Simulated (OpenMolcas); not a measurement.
# Fe³⁺ among point charges: CASSCF levels and susceptibility

Aim: the splitting of the states of Fe³⁺ in the field of 6 point charges, its lowest levels with spin-orbit coupling and its magnetic susceptibility.

Method: state-averaged CASSCF, spin-orbit coupling by RASSI with atomic mean-field integrals. Code: OpenMolcas 26.06.

1 further run of the same task is left out (it didn't finish).

## Step 1: Starting point

* Species: Fe³⁺ (iron, Z = 26, 23 electrons)
* Basis: ANO-RCC-VTZP [6s5p3d2f1g], 59 functions
* Scalar Hamiltonian: DKH2, point nucleus
* Inactive shells: 1s 2s 2p 3s 3p
* Active space: 5 electrons in 5 orbitals (3d)
* Some configurations of this space: 3d5
* Orbitals: optimised for each spin and parity, averaged over all roots

Outer shells as boxes (Hund's rule):

3d5
```
3d [↑ ][↑ ][↑ ][↑ ][↑ ]
```

The ion sits among 6 point charges of -2 e arranged as a trigonal antiprism (D3d), 2 Å from the ion, with a polar angle of 52.6° against the regular 54.74°. The active orbitals were held to one l.

The work runs as a chain of OpenMolcas steps in one folder; each step below is one input file. Labels, J, g values, rates, χT and fits are worked out afterwards by a script from the matrices that RASSI stores. The input lists half of the charges; inversion (Group=XYZ) makes the rest.

## Step 2: One- and two-electron integrals

File a.inp:

```
&GATEWAY
Coord
1

Fe 0.0 0.0 0.0
Basis=ANO-RCC-VTZP
Group=XYZ
NoMove
AngMom=0.0 0.0 0.0
AMFI
XField
3 Angstrom 0
0.000000 1.587688 1.216243 -2.000000
1.374978 -0.793844 1.216243 -2.000000
1.374978 0.793844 -1.216243 -2.000000
&SEWARD
```

Run with:

```sh
OMP_NUM_THREADS=1 MOLCAS_MEM=1689 MOLCAS_PROJECT=a pymolcas a.inp > a.log
```

Output:

```text
Basis set label: FE.ANO-RCC...6S5P3D2F1G.

      Electronic valence basis set:
      ------------------
      Associated Effective Charge  26.000000 au
      Associated Actual Charge     26.000000 au
      Nuclear Model: Point charge

      Shell  nPrim  nBasis  Cartesian Spherical Contaminant
         s      21       6        X
         p      15       5        X
         d      10       3                 X
         f       6       2                 X
         g       4       1                 X
                  Relativistic Douglas-Kroll-Hess integrals:
                    - DKH order of Hamiltonian: 2
                    - DKH order of Properties : 0
                  Atomic mean-field integrals
```

## Step 3: CASSCF: sextets of even parity, 1 root

File a.inp:

```
&RASSCF
FileOrb=start.orb
Symmetry=1
Spin=6
nActEl=5 0 0
Inactive=3 6
Ras2=5 0
CIRoot=1 1 1
SDav=1
CIMx=300
Iter=120 100
PrWF=0.3
OrbListing=Nothing
MaxOrb=0
SupSym
1
15 4 5 6 7 8 12 13 14 15 16 17 18 19 20 21
0
>>> COPY $Project.JobIph JOB001
```

start.orb holds the contracted functions of the basis, ordered by shell, or the orbitals of the step before.

Output (excerpt; [...] marks lines left out):

```text
[...]
      Number of active orbitals                  5
[...]
      Spin quantum number                      2.5
[...]
      Active orbitals                            5   0
[...]
      Number of CSFs                             1
      Number of root(s) required                 1
[...]
      Convergence after 10 iterations
[...]
      Natural orbitals and occupation numbers for root  1
      sym 1:   1.000000   1.000000   1.000000   1.000000   1.000000
::    RASSCF root number  1 Total energy:  -1279.01443758
```

## Step 4: CASSCF: quartets of even parity, 24 roots

File a.inp:

```
&RASSCF
FileOrb=start.orb
Symmetry=1
Spin=4
nActEl=5 0 0
Inactive=3 6
Ras2=5 0
CIRoot=24 24 1
SDav=24
CIMx=300
Iter=120 100
PrWF=0.3
OrbListing=Nothing
MaxOrb=0
SupSym
1
15 4 5 6 7 8 12 13 14 15 16 17 18 19 20 21
0
>>> COPY $Project.JobIph JOB002
```

Output (excerpt; [...] marks lines left out):

```text
[...]
      Number of active orbitals                  5
[...]
      Spin quantum number                      1.5
[...]
      Active orbitals                            5   0
[...]
      Number of CSFs                            24
      Number of root(s) required                24
[...]
      Convergence after  7 iterations
[...]
      Natural orbitals and occupation numbers for root  1
      sym 1:   1.000000   0.663410   1.336590   0.663410   1.336590
      Natural orbitals and occupation numbers for root  2
      sym 1:   1.195245   0.806174   1.475902   0.512636   1.010044
      Natural orbitals and occupation numbers for root  3
      sym 1:   1.472959   0.501770   1.183350   0.816650   1.025271
::    RASSCF root number  1 Total energy:  -1278.85057264
::    RASSCF root number  2 Total energy:  -1278.85000964
::    RASSCF root number  3 Total energy:  -1278.85000964
[...]
::    RASSCF root number 21 Total energy:  -1278.72742676
::    RASSCF root number 22 Total energy:  -1278.72719313
::    RASSCF root number 23 Total energy:  -1278.72719313
::    RASSCF root number 24 Total energy:  -1278.72688013
```

## Step 5: CASSCF: doublets of even parity, 75 roots

File a.inp:

```
&RASSCF
FileOrb=start.orb
Symmetry=1
Spin=2
nActEl=5 0 0
Inactive=3 6
Ras2=5 0
CIRoot=75 75 1
SDav=75
CIMx=300
Iter=120 100
PrWF=0.3
OrbListing=Nothing
MaxOrb=0
SupSym
1
15 4 5 6 7 8 12 13 14 15 16 17 18 19 20 21
0
>>> COPY $Project.JobIph JOB003
```

Run with:

```sh
OMP_NUM_THREADS=1 MOLCAS_MEM=1689 MOLCAS_PROJECT=a pymolcas a.inp > a.log
```

Output (excerpt; [...] marks lines left out):

```text
[...]
      Number of active orbitals                  5
[...]
      Spin quantum number                      0.5
[...]
      Active orbitals                            5   0
[...]
      Number of CSFs                            75
      Number of root(s) required                75
[...]
      Convergence after  7 iterations
[...]
      Natural orbitals and occupation numbers for root  1
      sym 1:   1.500905   0.477503   0.520184   1.483010   1.018398
      Natural orbitals and occupation numbers for root  2
      sym 1:   1.480527   0.510760   0.486190   1.019400   1.503123
      Natural orbitals and occupation numbers for root  3
      sym 1:   1.491447   0.506726   0.506725   1.003656   1.491446
::    RASSCF root number  1 Total energy:  -1278.77953377
::    RASSCF root number  2 Total energy:  -1278.77953377
::    RASSCF root number  3 Total energy:  -1278.77946762
[...]
::    RASSCF root number 27 Total energy:  -1278.72113886
::    RASSCF root number 28 Total energy:  -1278.72009768
::    RASSCF root number 29 Total energy:  -1278.71785557
::    RASSCF root number 30 Total energy:  -1278.71785557
```

## Step 6: State interaction with spin-orbit coupling

File a.inp:

```
&RASSI
NrOfJobIphs=3 1 24 75
1
1 2 3 4 5 6 7 8 9 10 11 12 13 14 15 16 17 18 19 20 21 22 23 24
1 2 3 4 5 6 7 8 9 10 11 12 13 14 15 16 17 18 19 20 21 22 23 24 25 26 27
28 29 30 31 32 33 34 35 36 37 38 39 40 41 42 43 44 45 46 47 48 49 50 51
52 53 54 55 56 57 58 59 60 61 62 63 64 65 66 67 68 69 70 71 72 73 74 75
IphNames
JOB001
JOB002
JOB003
EJob
SpinOrbit
DIPRint=1.0
SOCoupling=1000.0
Subsets=2
Property=9
'ANGMOM' 1 'ANGMOM' 2 'ANGMOM' 3 'MLTPL  1' 1 'MLTPL  1' 2 'MLTPL  1' 3
'AMFI' 1 'AMFI' 2 'AMFI' 3
SOProperty=3
'ANGMOM' 1 'ANGMOM' 2 'ANGMOM' 3
```

Run with:

```sh
OMP_NUM_THREADS=1 MOLCAS_MEM=1689 MOLCAS_PROJECT=a pymolcas a.inp > a.log
```

Output (excerpt; [...] marks lines left out):

```text
SPIN-FREE ENERGIES:
  (Shifted by EMIN (a.u.) =      -1279.0144375812)
 SF State       Relative EMIN(au)   Rel lowest level(eV)    D:o, cm**(-1)      L_eff
     1             0.0000000000        0.0000000000              0.0000         0.0
     2             0.1638649440        4.4589922845          35964.1982         3.7
     3             0.1644279376        4.4743121205          36087.7610         3.7
     4             0.1644279376        4.4743121205          36087.7610         3.7
     5             0.1678354545        4.5670353784          36835.6245         4.0
     6             0.1687621359        4.5922516635          37039.0076         4.0
     7             0.1687621359        4.5922516635          37039.0076         4.0
     8             0.1695510881        4.6137201478          37212.1626         4.0
     9             0.1695510881        4.6137201478          37212.1626         4.0
    10             0.1700154926        4.6263572378          37314.0876         4.0
[...]
Eigenvalues of complex Hamiltonian:
   -----------------------------------
  (Shifted by EMIN (a.u.) =      -1279.0144375812)
 SO State       Relative EMIN(au)   Rel lowest level(eV)    D:o, cm**(-1)     J-value
     1            -0.0001245808        0.0000000000              0.0000         1.2
     2            -0.0001245808        0.0000000000              0.0000         1.2
     3            -0.0001241056        0.0000129306              0.1043         2.1
     4            -0.0001241056        0.0000129306              0.1043         2.1
     5            -0.0001238693        0.0000193597              0.1561         2.5
     6            -0.0001238693        0.0000193597              0.1561         2.5
     7             0.1636707396        4.4570977283          35948.9176         3.2
     8             0.1636707396        4.4570977283          35948.9176         3.2
     9             0.1636919563        4.4576750636          35953.5741         2.9
    10             0.1636919563        4.4576750636          35953.5741         2.9
    11             0.1640786508        4.4681975570          36038.4437         3.2
[...]
```

These steps: 25 s of run time, 1 thread of Arm Neoverse V1, shared host.

Spin-free states, with their symmetry labels:

```
state  degeneracy  E (cm-1)  free-ion L (%)
  6A1           1         0         S (100)
  4A2           1     35964          G (86)
   4E           2     36088          G (85)
  4A1           1     36836          G (99)
   4E           2     37039         G (100)
   4E           2     37212         G (100)
  4A1           1     37314         G (100)
   4E           2     43841          P (73)
  4A2           1     43984          P (87)
  4A1           1     45881          D (98)
   4E           2     45909          D (93)
   4E           2     46543          D (91)
   2E           2     51555          I (86)
  2A1           1     51570          I (86)
  2A2           1     52061          I (91)
   2E           2     52329          I (94)
  2A2           1     52345          I (93)
  2A1           1     52438          I (94)
   2E           2     52550          I (96)
   2E           2     52739          I (99)
  2A1           1     53075         I (100)
   2E           2     57935          D (60)
  2A1           1     57952          D (58)
   2E           2     59421          D (88)
```

With spin-orbit coupling:

| E (cm-1) | Degeneracy | Label | 2S+1 | g |
| --- | --- | --- | --- | --- |
| 0.0 | 2 | E1/2 | 6 | 0.00 0.00 10.01 |
| 0.1 | 2 | E3/2 | 6 | 0.00 0.00 6.01 |
| 0.2 | 2 | E1/2 | 6 | 2.00 6.01 6.01 |
| 35949 | 2 | E1/2 | 4 | 2.07 3.97 3.97 |
| 35954 | 2 | E3/2 | 4 | 0.00 0.00 6.40 |
| 36038 | 2 | E1/2 | 4 | 0.04 0.04 7.45 |
| 36069 | 2 | E3/2 | 4 | 0.00 0.00 3.48 |
| 36094 | 2 | E1/2 | 4 | 0.14 1.91 1.91 |
| 36124 | 2 | E1/2 | 4 | 1.73 1.73 4.05 |
| 36811 | 2 | E1/2 | 4 | 1.92 2.70 2.70 |
| 36829 | 2 | E3/2 | 4 | 0.00 0.00 5.73 |
| 37009 | 2 | E1/2 | 4 | 1.47 1.50 1.50 |
| 37037 | 2 | E1/2 | 4 | 2.45 2.92 2.92 |
| 37057 | 2 | E3/2 | 4 | 0.00 0.00 6.93 |
| 37069 | 2 | E1/2 | 4 | 0.04 0.04 11.22 |
| 37195 | 2 | E1/2 | 4 | 1.71 1.71 5.43 |
| 37207 | 2 | E1/2 | 4 | 1.51 1.51 1.90 |
| 37216 | 2 | E3/2 | 4 | 0.00 0.00 1.71 |
| 37230 | 2 | E1/2 | 4 | 0.04 0.04 4.70 |
| 37311 | 2 | E1/2 | 4 | 1.90 3.92 3.92 |
| 37316 | 2 | E3/2 | 4 | 0.00 0.00 5.83 |
| 43399 | 2 | E1/2 | 4 | 0.01 0.01 7.73 |
| 43567 | 2 | E3/2 | 4 | 0.00 0.00 3.87 |
| 43736 | 2 | E1/2 | 4 | 0.85 1.25 1.25 |

The table of states holds 24 of 67 computed; the rest, higher up, is left out. Principal g values are given for doublets only; a zero marks a field direction without first-order Zeeman splitting.

Powder χT (cm³ K/mol): 4.39 at 2 K, 4.39 at 5 K, 4.39 at 10 K, 4.39 at 20 K, 4.39 at 50 K, 4.39 at 100 K, 4.39 at 150 K, 4.39 at 200 K, 4.39 at 250 K, 4.39 at 300 K.

Orbitals of the lowest block (energies include the constant potential of the surroundings):

```
shell     space  energy (hartree)  mean occupation  ⟨r²⟩ (bohr²)
   1s  inactive         -261.8864            2.000       0.00455
   2s  inactive          -30.6661            2.000        0.0831
   2p  inactive          -25.7353            6.000        0.0677
   3s  inactive           -2.4398            2.000         0.752
   3p  inactive           -0.9392            6.000         0.845
   3d      RAS2                              5.000          1.21
```

## Step 7: Results

```
                 quantity                               value
                   method                              CASSCF
   spin-free ground state     6A1, 1-fold in its orbital part
             lowest level  2-fold E1/2, g = 0.00, 0.00, 10.01
               next level                            0.1 cm⁻¹
              χT at 300 K                      4.39 cm³ K/mol
effective moment at 300 K                             5.92 μB
```

The spin-free ground state (6A1) comes to 100 % from free-ion S terms and keeps the highest spin of the shell. χT at 300 K is 4.39, against 4.39 cm³ K/mol for the spin alone, as a half-filled shell (L = 0) has no orbital moment. An active space of the d shell alone favours high spin; real ions in strong fields can be low spin. The field of point charges can differ much from that of real complexes. With metal d orbitals alone active, the gaps between spin states are rough; where two lie within a few thousand cm-1, their order is open. Point charges carry no covalency, so the field is a model and not that of real ligands.
